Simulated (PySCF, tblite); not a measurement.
# C₄H₅BF₄: geometry, infrared bands and NMR shifts

Wanted: the infrared bands and NMR shifts of C₄H₅BF₄ (`C=C(F)BCC(F)(F)F`), by calculation.

Programs: tblite 0.8.0 and PySCF 2.14.0, with density-fitted response routines of our own. Each step states its level of theory. These are calculated values for one molecule in the gas phase, unless marked as measured. Atoms count from 0, in the outputs and in this text.

## (1) The starting structure

14 atoms, charge 0, multiplicity 1; geometry from: force field or distance geometry start.

Bonds of the start (Å): C0–C1 1.35, C1–F2 1.35, C1–B3 1.56, B3–C4 1.60, C4–C5 1.53, C5–F6 1.38, C5–F7 1.39, C5–F8 1.38, C0–H9 1.08, C0–H10 1.08, B3–H11 1.19, C4–H12 1.12, C4–H13 1.12.

## (2) Geometry optimisation with GFN2-xTB

What the job is given:

```
{"job": {"kind": "relax", "xc": "GFN2-xTB", "basis": "xTB"}, "charge": 0, "multiplicity": 1}
C      2.830400     0.403600    -0.082500
C      1.545500     0.809700    -0.174400
F      1.281900     2.105000    -0.427500
B      0.367500    -0.199400     0.031600
C     -1.147800     0.291200    -0.056400
C     -2.157200    -0.837500     0.162700
F     -3.434800    -0.329500     0.057000
F     -1.982100    -1.373700     1.433000
F     -1.980400    -1.833100    -0.783600
H      3.621100     1.120400    -0.222000
H      3.075400    -0.629900     0.128000
H      0.599100    -1.346400     0.273900
H     -1.315400     1.090700     0.703200
H     -1.303800     0.728400    -1.075200
```

The run is started by

```sh
> OMP_NUM_THREADS=1 python probes_run.py task.json out
```

This one command runs all jobs of the session in turn.

**Question.** This job is followed by: GFN2-xTB harmonic vibrations, gas phase; GIAO PBE0/pcSseg-1 NMR shielding, non-relativistic, gas phase. Predict these results of the whole session: strongest single infrared mode (GFN2-xTB); zero-point energy (GFN2-xTB); ¹³C shifts against TMS (PBE0/pcSseg-1); ¹H shifts against TMS (PBE0/pcSseg-1, means over atoms taken as alike); ¹⁹F shifts against CFCl3 (PBE0/pcSseg-1, means over atoms taken as alike); ¹¹B shifts against BF3·OEt2 (PBE0/pcSseg-1).

The runs gave:

| quantity | value |
| --- | --- |
| strongest single infrared mode (GFN2-xTB) | 1030 cm⁻¹, 333 km/mol |
| zero-point energy (GFN2-xTB) | 53.8 kcal/mol |
| ¹³C shifts against TMS (PBE0/pcSseg-1) | 187.5, 137.6, 136.3, 37.1 ppm |
| ¹H shifts against TMS (PBE0/pcSseg-1, means over atoms taken as alike) | 6.96, 6.50, 6.06, 2.43 ppm |
| ¹⁹F shifts against CFCl3 (PBE0/pcSseg-1, means over atoms taken as alike) | -77.5, -103.4 ppm |
| ¹¹B shifts against BF3·OEt2 (PBE0/pcSseg-1) | 69.9 ppm |

**Reading.** Relaxing lowered the energy by 0.284 eV in 35 steps; the close pair that moved most is C5–F7, from 1.390 to 1.344 Å. All 36 modes are real, so the xTB geometry is a minimum. The strongest single mode, at 1030 cm⁻¹, moves mainly C5. Unscaled tight-binding wavenumbers are off by several per cent, some by more. Its intensities can rank the bands wrongly. At PBE0/pcSseg-1: The largest span, 243 ppm, is at F2, where the paramagnetic term is -203 ppm.
